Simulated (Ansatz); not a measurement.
# CH₄InNO₃: up Jacob's ladder to CCSD(T)

An exercise on one series of results from a longer session: the logs are not shown, and one member is left open.

Program: Ansatz 0.2.0, Gaussian basis. Level of theory: functionals in def2-TZVPP, the program's frozen cores in correlated methods. These are calculated values, not measurements.

The runs, in order: LDA (SPW92), PBE-D4, revPBE-D4, BLYP-D4, r2SCAN-D4, B97M-V, PBE0-D4, B3LYP-D4, r2SCANh-D4, r2SCAN0-D4, HSE06-D4, BHLYP-D4, CAM-B3LYP-D4, LC-ωPBE, ωB97X-V, ωB97M-V, B2PLYP, PBE-QIDH; CCSD(T)/def2-SVP; CCSD(T)/def2-TZVPP; MP2/def2-QZVPP; extrapolation to the limit; RPA on PBE.

## Structure used throughout

The geometry comes from an earlier relaxation with PBE0-D4 in a triple-zeta def2 set; it is a stationary point, not always the lowest conformer. In takes the def2 core potential; no spin-orbit term is included.

SMILES `[NH2][In]([OH])[C](=O)O`, 10 atoms, charge 0, spin multiplicity 1.

Atoms are counted from 1 here; the program's logs count them from 0.

Bond lengths: N1–In2 2.004 Å, N1–H7 1.008 Å, N1–H8 1.010 Å, In2–O3 1.985 Å, In2–C4 2.187 Å, O3–H9 0.959 Å, C4–O5 1.197 Å, C4–O6 1.347 Å, O6–H10 0.974 Å. Angles: In2–N1–H7 118.9°, In2–N1–H8 116.4°, H7–N1–H8 109.9°, N1–In2–O3 111.0°, N1–In2–C4 128.1°, O3–In2–C4 120.3°, In2–O3–H9 113.7°, In2–C4–O5 125.2°, In2–C4–O6 112.2°, O5–C4–O6 122.7°, C4–O6–H10 107.4°.

Set-up of the first run:

in.yaml reads:

```yaml
crystal:
  periodic: [false, false, false]
  atoms:
    - {symbol: N, position_ang: [0.382455, -1.568253, 1.644067]}
    - {symbol: In, position_ang: [0.327105, 0.068756, 0.489402]}
    - {symbol: O, position_ang: [1.245059, 1.591753, 1.370438]}
    - {symbol: C, position_ang: [-0.337472, 0.231338, -1.587978]}
    - {symbol: O, position_ang: [0.382045, 0.217791, -2.545083]}
    - {symbol: O, position_ang: [-1.674557, 0.361751, -1.685276]}
    - {symbol: H, position_ang: [-0.317580, -2.281864, 1.511022]}
    - {symbol: H, position_ang: [0.536907, -1.417448, 2.630373]}
    - {symbol: H, position_ang: [1.347029, 2.359971, 0.804880]}
    - {symbol: H, position_ang: [-1.891001, 0.436195, -2.631846]}
basis:
  gaussian: {orbitals: def2-TZVPP}
hamiltonian: {xc: lda}
output: {orbitals: {seedname: orbitals}}
```

Run with:

```sh
$ ansatz run in.yaml --threads 2 --pin off --events-out ev --progress --plain --max-ram 32768MiB --backend cpu
```

Steps of the session up to this table: LDA; PBE-D4 (GGA); revPBE-D4 (GGA); BLYP-D4 (GGA); r2SCAN-D4 (meta-GGA); B97M-V (meta-GGA); PBE0-D4 (hybrid); B3LYP-D4 (hybrid); r2SCANh-D4 (hybrid); r2SCAN0-D4 (hybrid); HSE06-D4 (hybrid); BHLYP-D4 (hybrid); CAM-B3LYP-D4 (range-separated); LC-ωPBE (range-separated); ωB97X-V (range-separated); ωB97M-V (range-separated); B2PLYP (double hybrid); PBE-QIDH (double hybrid).

One of the session's tables, all rows but one given; the rest of the session is left out.

It belongs to the step «Frontier levels by functional». 

| functional | HOMO (eV) | gap (eV) |
| --- | --- | --- |
| LDA (SPW92) | ? | ? |
| PBE-D4 | -5.93 | 4.00 |
| revPBE-D4 | -5.84 | 4.04 |
| BLYP-D4 | -5.83 | 3.90 |
| r2SCAN-D4 | -6.21 | 4.49 |
| B97M-V | -6.26 | 4.40 |
| PBE0-D4 | -7.33 | 6.23 |
| B3LYP-D4 | -7.10 | 5.67 |
| r2SCANh-D4 | -6.74 | 5.32 |
| r2SCAN0-D4 | -7.53 | 6.56 |
| HSE06-D4 | -6.92 | 5.45 |
| BHLYP-D4 | -8.66 | 8.26 |
| CAM-B3LYP-D4 | -8.76 | 8.51 |
| LC-ωPBE | -10.09 | 11.08 |
| ωB97X-V | -9.73 | 10.55 |
| ωB97M-V | -9.65 | 10.22 |

Q: Estimate the row for LDA (SPW92) from the others.

As computed: HOMO (eV): -6.15; gap (eV): 3.94. In the column «HOMO (eV)» it lies between r2SCAN-D4 (-6.21) and PBE-D4 (-5.93).
